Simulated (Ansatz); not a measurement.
**TiAl: properties at the relaxed cell**

An exercise on one series of results from a longer session: the logs are not shown, and one member is left open.

Program: Ansatz 0.2.0. Level of theory: DFT PBEsol, scalar-relativistic, plane waves, PAW. These are calculated values, not measurements.

1 further run of the same task is left out (set aside as unsound or not needed).

## The starting structure

It takes space group P4/mmm (No. 123, tetragonal). The conventional cell has a = 2.795 Å, b = 2.795 Å, c = 4.039 Å, α = 90.00°, β = 90.00°, γ = 90.00°. Ti (site symmetry 4/mmm) has 4 Ti at 2.80 Å and 8 Al at 2.83 Å as nearest neighbours. Al (site symmetry 4/mmm) has 4 Al at 2.80 Å and 8 Ti at 2.83 Å as nearest neighbours.

Coordinates:

```cif
data_structure
_symmetry_space_group_name_H-M 'P 1'
_symmetry_Int_Tables_number 1
_cell_length_a 2.7952
_cell_length_b 2.7952
_cell_length_c 4.0387
_cell_angle_alpha 90.000
_cell_angle_beta 90.000
_cell_angle_gamma 90.000
_cell_volume 31.55
loop_
_atom_site_label
_atom_site_type_symbol
_atom_site_fract_x
_atom_site_fract_y
_atom_site_fract_z
_atom_site_occupancy
Ti1 Ti 0.00000 0.00000 0.00000 1
Al1 Al 0.50000 0.50000 0.50000 1
```

It is the result of an earlier relaxation at this level (volume 15.78 Å³/atom; gap on the mesh: none (metal)).

The first run:

input.yaml reads:

```yaml
crystal:
  lattice:
    - [2.7951585982, 0.0, 0.0]
    - [0.0, 2.7951585982, 0.0]
    - [0.0, 0.0, 4.0387404758]
  atoms:
    - { symbol: Ti, position: [0.0, 0.0, 0.0] }
    - { symbol: Al, position: [0.5, 0.5, 0.5] }
basis:
  ecutwfc: 420
kpoints:
  mp_grid: { grid: [14, 14, 10] }
  band_path:
    path:
      - [[0.0, 0.0, 0.0], [0.0, 0.5, 0.0], [0.5, 0.5, 0.0], [0.0, 0.0, 0.0], [0.0, 0.0, 0.5], [0.0, 0.5, 0.5], [0.5, 0.5, 0.5], [0.0, 0.0, 0.5]]
      - [[0.0, 0.5, 0.0], [0.0, 0.5, 0.5]]
      - [[0.5, 0.5, 0.0], [0.5, 0.5, 0.5]]
    npoints: 14
hamiltonian:
  xc: pbesol
scf:
  occupations: { method: gaussian, width: 0.1 }
  n_extra_bands: 6
output:
  forces: true
  stress: true
  eigenvalues: true
  populations: true
  dos: { projected: true, de: 0.02, nscf_kmesh: { grid: [21, 21, 15] } }
  bader: true
  write_density: true
  write_potential: true
  elf: true
  volumetric_format: npy
```

The run is started by

```
$ ansatz run input.yaml --threads 1 --pin off --max-ram 2560MiB --backend cpu --events-out ev --progress --plain --runs-dir out
```

Among the steps run: Bands, states and charges; The cell as listed, for comparison; Point at V/V0 = 0.97; Point at V/V0 = 1.03; Volume × 0.94; Point at V/V0 = 1.06; Point at V/V0 = 0.91; The cell scaled to 1.10 of its volume; Volume × 0.88.

One table of the session follows, with a row left open; its other results are not shown here.

It belongs to the step «Fit of the equation of state». 

| volume (Å³/atom) | energy above the lowest point (meV/atom) | pressure (GPa) |
| --- | --- | --- |
| 13.884 | 104.7 | 19.68 |
| 14.357 | 55.7 | 13.63 |
| 14.831 | 23.4 | 8.40 |
| 15.304 | ? | ? |
| 15.777 | 0.0 | -0.02 |
| 16.250 | 5.2 | -3.38 |
| 16.724 | 19.7 | -6.28 |
| 17.355 | 51.2 | -9.54 |

Estimate the missing values for volume (Å³/atom) = 15.304.

Worked estimate for «energy above the lowest point (meV/atom)». A straight line through the neighbours (14.831, 23.4) and (15.777, 0.0) gives 23.4 + (0.0 − 23.4) × (15.304 − 14.831) / (15.777 − 14.831) = 11.7; a parabola fitted to 4 rows on both sides gives 5.5.

As computed: energy above the lowest point (meV/atom): 5.5; pressure (GPa): 3.88. In «energy above the lowest point (meV/atom)» the line misses by +6.2 and the parabola by 0.0.
